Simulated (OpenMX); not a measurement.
TlPt under changes of volume

One of the cells (21.036 Å³/atom); the others are scaled copies at fixed shape and fractional positions:

```
CELL_PARAMETERS angstrom
5.60500 0.00000 0.00000
-2.80250 4.85407 0.00000
0.00000 0.00000 4.63900
ATOMIC_POSITIONS crystal
Tl 0.00000 0.50000 0.00000
Tl 0.50000 0.50000 0.00000
Tl 0.50000 0.00000 0.00000
Pt 0.66667 0.33333 0.50000
Pt 0.33333 0.66667 0.50000
Pt 0.00000 0.00000 0.00000
```

- Program: OpenMX 3.8.5
- Functional: LDA
- Potentials or basis: OpenMX 2013 LDA set, Tl8.0-s3p2d2f1, Pt7.0-s3p2d2f1, fixed grid of 64 × 64 × 63 points
- k mesh: 7 × 7 × 7
- Occupations: fermi-dirac, width 0.05 eV
- Spin: no spin polarisation

```csv
volume (Å³/atom),energy over the lowest point (meV/atom),largest force (eV/Å)
19.773,?,?
20.194,75.69,0.032
20.615,45.73,0.030
21.036,24.17,0.028
21.456,9.88,0.027
21.877,2.15,0.025
22.298,0.00,0.024
```

Question: What does the run at 19.773 Å³/atom give?

Answer: Energy over the lowest point 114.90 meV/atom; largest force 0.033 eV/Å.

Worked out: A Birch-Murnaghan fit of order 3 (a polynomial in V^(-2/3)) to the other rows has its minimum at 22.26 Å³/atom with B0 = V·E''(V) = 102 GPa and B' = 5.9 at fixed shape and positions, which overstates the stiffness. It gives 115.14 meV/atom at 19.773 Å³/atom, against the run's 114.90.

Energies are extrapolated to zero smearing.

Caveats: the basis has few d functions beyond the semicore shells, which can make volumes several per cent too large; the basis of atomic orbitals isn't converged, which shifts pressures, moduli and gaps.
